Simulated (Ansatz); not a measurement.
**Co (Co (0001), 6 layers): how the settings move a relaxation**

How sensitive is a relaxation of Co (Co (0001), 6 layers) to its settings? A reference run comes first, then one run with altered input.

Program: Ansatz 0.2.0. Level of theory: reference: DFT, PBE, PAW with Ansatz's default frozen-core files, scalar-relativistic. These are calculated values, not measurements.

**1. The starting structure**

Symmetry: P-3m1, No. 164, trigonal system. Conventional cell: a = 2.493 Å, b = 2.493 Å, c = 26.092 Å, α = 90.00°, β = 90.00°, γ = 120.00°. Co (site symmetry 3m) is surrounded by 9 Co at 2.48 to 2.49 Å. Around Co (site symmetry 3m) lie 12 Co at 2.48 to 2.49 Å.

Coordinates:

```cif
data_structure
_symmetry_space_group_name_H-M 'P 1'
_symmetry_Int_Tables_number 1
_cell_length_a 2.4930
_cell_length_b 2.4930
_cell_length_c 26.0923
_cell_angle_alpha 90.000
_cell_angle_beta 90.000
_cell_angle_gamma 120.000
_cell_volume 140.44
loop_
_atom_site_label
_atom_site_type_symbol
_atom_site_fract_x
_atom_site_fract_y
_atom_site_fract_z
_atom_site_occupancy
Co1 Co 0.83333 0.16667 0.30660 1
Co2 Co 0.16667 0.83333 0.38396 1
Co3 Co 0.83333 0.16667 0.46132 1
Co4 Co 0.16667 0.83333 0.53868 1
Co5 Co 0.83333 0.16667 0.61604 1
Co6 Co 0.16667 0.83333 0.69340 1
```

**2. Baseline**

Contents of input.yaml:

```yaml
crystal:
  lattice:
    - [2.493039787, 0.0, 0.0]
    - [-1.2465198935, 2.1590357882, 0.0]
    - [0.0, 0.0, 26.0923]
  atoms:
    - { symbol: Co, position: [0.833333333, 0.166666667, 0.3066034082], spin: 1.7 }
    - { symbol: Co, position: [0.166666667, 0.833333333, 0.3839620449], spin: 1.7 }
    - { symbol: Co, position: [0.833333333, 0.166666667, 0.4613206816], spin: 1.7 }
    - { symbol: Co, position: [0.166666667, 0.833333333, 0.5386793184], spin: 1.7 }
    - { symbol: Co, position: [0.833333333, 0.166666667, 0.6160379551], spin: 1.7 }
    - { symbol: Co, position: [0.166666667, 0.833333333, 0.6933965918], spin: 1.7 }
magnetization:
  spin_polarized: true
kpoints:
  mp_grid: { grid: [15, 15, 1] }
scf:
  occupations: { method: fermi_dirac, width: 0.1 }
hamiltonian:
  xc: pbe
  pseudopotentials: { kind: paw }
output:
  forces: true
  stress: true
  eigenvalues: true
relax:
  f_tol: 0.01
  max_steps: 40
efield:
  axis: 3
  amplitude: 0
  dipole_correction: true
```

Launch:

```bash
$ ansatz run input.yaml --threads 3 --pin off --max-ram 9216MiB --backend cpu --events-out ev --progress --plain --runs-dir out
```

**3. Variant: f_tol 0.005, max_displacement 0.1, ecutwfc 250 eV**

input.yaml, as its differences from that of step 2:

```diff
@@ -26,4 +26,5 @@
 relax:
-  f_tol: 0.01
+  f_tol: 0.005
   max_steps: 40
+  max_displacement: 0.1
 efield:
@@ -32 +33,3 @@
   dipole_correction: true
+basis:
+  ecutwfc: "250 eV"
```

**Question.** What will these runs give? Wanted: for each run, ending; energy change; abs. moment; force.

The runs gave:

```tsv
run	ending	energy change	abs. moment (μB)	force (eV/Å)	cycles	time
reference	converged	0	10.96	0.00	41	85 s
1: f_tol 0.005, max_displacement 0.1, ecutwfc 250 eV	converged	+4.24 eV/atom	11.26	0.00	79	85 s
```

**Reading.** Changing the convergence setting, walk settings and cutoff moves the energy by +4.24 eV/atom, and the absolute moment goes from 10.96 to 11.26 μB. The log warns that the cutoff is under what these potentials recommend, so the shift holds truncation error. Run 1 ran under the cutoff that the potentials recommend, as the log warns, so basis error is mixed into its values.
